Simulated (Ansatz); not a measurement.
TeAs2:

```
CELL_PARAMETERS angstrom
-3.55645 3.55645 2.94052
3.55645 -3.55645 2.94052
3.55645 3.55645 -2.94052
ATOMIC_POSITIONS crystal
Te 0.00729 0.99843 0.00186
Te 0.74631 0.24472 0.49272
As 0.86113 0.61152 0.24022
As 0.37722 0.61758 0.75359
As 0.36781 0.11808 0.74555
As 0.39102 0.63229 0.24371
```

The cell comes from a database or a generator and needn't be the stable form of this composition.

The cell isn't the ideal one: atoms moved at random, drawn with an rms of 0.05 Å.

A run of Ansatz 0.2.0 on this cell left the log below. Logs are shortened: lines on timing, memory, paths and dates and some standing lists are left out, and cuts for length are marked.

```text
Warning: RAYON_NUM_THREADS=2 ignored (pool sized by the plan → 2); use --threads N
Engine: ansatz 0.2.0, x86_64-unknown-linux-gnu
Pseudopotentials: kind: paw
Pseudopotential: Te, paw, valence charge 16, recommended cutoff 420 eV (normal), Te.paw.azcp
Pseudopotential: As, paw, valence charge 15, recommended cutoff 420 eV (normal), As.paw.azcp
Functional definition: PBE
  parameter kappa = 0.804
  parameter beta = 0.06672455060314922
  exchange = pbe_x(kappa = kappa, mu = beta*pi^2/3)
  correlation = pbe_c(beta = beta)
Crystal: 6 atoms, lattice volume = 148.771 Å³
Basis set: ecut = 420 eV, 2893 PW (Γ), exchange–correlation on 80×80×80 points (8 copies of the dense FFT grid, shifted against one another)
Bands: 56, of which v1, the nominal top of the filled ones, is band 46 counted from 1 (45 counted from 0)
Symmetry: 1 space group operations
Space group: P1 (ITA 1), of the structure as read, at distance tolerance 5.3e-5 Å
k-points: 112 of 216 (time reversal used)
Non-local potential: Te, projectors of the file, l = 0: 2, l = 1: 2, l = 2: 2, l = 3: 2
Non-local potential: As, projectors of the file, l = 0: 2, l = 1: 2, l = 2: 3, l = 3: 1
[... 34 lines left out ...]
  E_aug_tail   = -0.000309  (compensation charges beyond the density's cutoff)
  E_ewald      = -9828.400824
  E_smearing   = -0.029393  (= −TS)
  E_closure    = 0.000000  (closes the sum)
  Σ components = -33383.239844   (vs F -33383.239844, Δ=0.00e0)
--- Forces (eV/Å), atoms counted from 1 ---
  atom   1  Te     0.06239313    -0.09321784    -0.07530281
  atom   2  Te     0.11510800     0.11516094     0.07295183
  atom   3  As     0.16600252    -0.18300657    -0.19105778
  atom   4  As     0.11277458     0.14261336    -0.19045021
  atom   5  As    -0.02205304     0.00596883     0.07878910
  atom   6  As    -0.43422026     0.01248153     0.30506922
  max |Σ_I F_I| component: 4.93e-6 eV/Å
--- Stress (GPa, compression-positive) ---
       -0.240278       0.013111       0.091376
        0.013111      -0.410953      -0.404389
        0.091375      -0.404389      -0.878341
  P = ⅓ Tr σ = -0.5099 GPa (-5.099 kbar)
--- Band table (eV; the first three rows and the last of 112) ---
  k-point 0: bands = ["-27.0450", "-27.0259", "-27.0252", "-26.9719", "-26.9620", "-26.9600", "-26.9510", "-26.9495", "-26.8841", "-26.8826", "-25.9995", "-25.9844", "-25.9828", "-25.9725", "-25.9695", "-25.9646", "-25.9551", "-25.9535", "-25.9488", "-25.9419", "-25.9379", "-25.9336", "-25.9242", "-25.9178", "-25.9091", "-25.9017", "-25.8948", "-25.8899", "-25.8713", "-25.8586", "-3.9941", "-0.8701", "-0.1801", "-0.1676", "0.6044", "1.1484", "4.3987", "4.6776", "5.9577", "6.0048", "6.1328", "7.2515", "7.2900", "7.9187", "7.9448", "9.3571", "11.7232", "13.0371", "13.0698", "13.9036", "14.0516", "14.2673", "14.8945", "14.9613", "15.5133", "16.2322"]
  k-point 1: bands = ["-27.0450", "-27.0259", "-27.0252", "-26.9719", "-26.9620", "-26.9600", "-26.9510", "-26.9495", "-26.8841", "-26.8826", "-25.9990", "-25.9842", "-25.9822", "-25.9723", "-25.9691", "-25.9645", "-25.9553", "-25.9533", "-25.9487", "-25.9411", "-25.9376", "-25.9336", "-25.9243", "-25.9178", "-25.9091", "-25.9014", "-25.8957", "-25.8909", "-25.8715", "-25.8600", "-3.8614", "-1.2741", "-0.1704", "-0.0269", "0.5347", "1.0130", "4.4303", "4.9844", "6.0871", "6.2072", "6.2686", "7.4383", "7.5624", "7.6058", "7.7986", "10.0209", "11.5561", "12.2843", "12.8645", "13.0998", "14.0347", "14.2649", "14.6292", "14.7327", "15.8305", "16.0460"]
  k-point 2: bands = ["-27.0450", "-27.0259", "-27.0252", "-26.9718", "-26.9620", "-26.9600", "-26.9510", "-26.9494", "-26.8842", "-26.8826", "-25.9982", "-25.9838", "-25.9810", "-25.9721", "-25.9682", "-25.9643", "-25.9555", "-25.9527", "-25.9484", "-25.9397", "-25.9361", "-25.9335", "-25.9245", "-25.9179", "-25.9093", "-25.9010", "-25.8978", "-25.8925", "-25.8720", "-25.8629", "-3.4724", "-2.0569", "-0.0464", "0.1284", "0.3709", "0.7152", "4.6036", "5.4359", "5.7025", "6.4546", "7.0471", "7.3707", "7.9237", "8.3297", "8.5338", "10.3291", "10.5987", "11.2618", "11.3277", "12.8950", "13.3065", "13.8356", "14.3943", "15.2718", "15.8367", "16.1258"]
  k-point 111: bands = ["-27.0450", "-27.0259", "-27.0252", "-26.9719", "-26.9618", "-26.9600", "-26.9510", "-26.9495", "-26.8843", "-26.8826", "-25.9935", "-25.9827", "-25.9812", "-25.9722", "-25.9648", "-25.9646", "-25.9548", "-25.9522", "-25.9483", "-25.9382", "-25.9352", "-25.9276", "-25.9236", "-25.9175", "-25.9111", "-25.9096", "-25.8938", "-25.8928", "-25.8743", "-25.8734", "-2.4424", "-2.2305", "-0.7601", "-0.6811", "-0.1817", "0.0571", "5.9648", "6.1450", "7.1606", "7.1794", "7.2905", "7.2929", "8.9671", "9.5749", "9.9947", "10.0645", "10.1194", "10.3038", "10.8236", "10.8581", "12.7312", "12.7911", "13.4429", "13.5813", "16.2717", "16.4010"]
```

**Question.** Write the input and the command behind it.

**Answer.** Single point with PBE, no spin polarisation. The files as run (others can give the same):

input.yaml
```yaml
crystal:
  lattice:
    - [-3.556454, 3.556454, 2.940516]
    - [3.556454, -3.556454, 2.940516]
    - [3.556454, 3.556454, -2.940516]
  atoms:
    - { symbol: Te, position: [0.007291, -0.001574, 0.001857] }
    - { symbol: Te, position: [0.746307, 0.244721, 0.492722] }
    - { symbol: As, position: [0.861125, 0.611519, 0.240215] }
    - { symbol: As, position: [0.377215, 0.617579, 0.753591] }
    - { symbol: As, position: [0.367813, 0.118079, 0.745547] }
    - { symbol: As, position: [0.391018, 0.632289, 0.243712] }
hamiltonian:
  xc: pbe
  pseudopotentials: { kind: paw }
kpoints:
  mp_grid: { grid: [6, 6, 6] }
scf:
  occupations: { method: fermi_dirac, width: 0.05 }
output:
  forces: true
  stress: true
  eigenvalues: true
```

Potentials or basis: Ansatz PAW.
Command:
```bash
$ ansatz run input.yaml --threads 2 --pin off --max-ram 5120MiB --backend cpu --events-out ev --progress --plain --runs-dir out
```
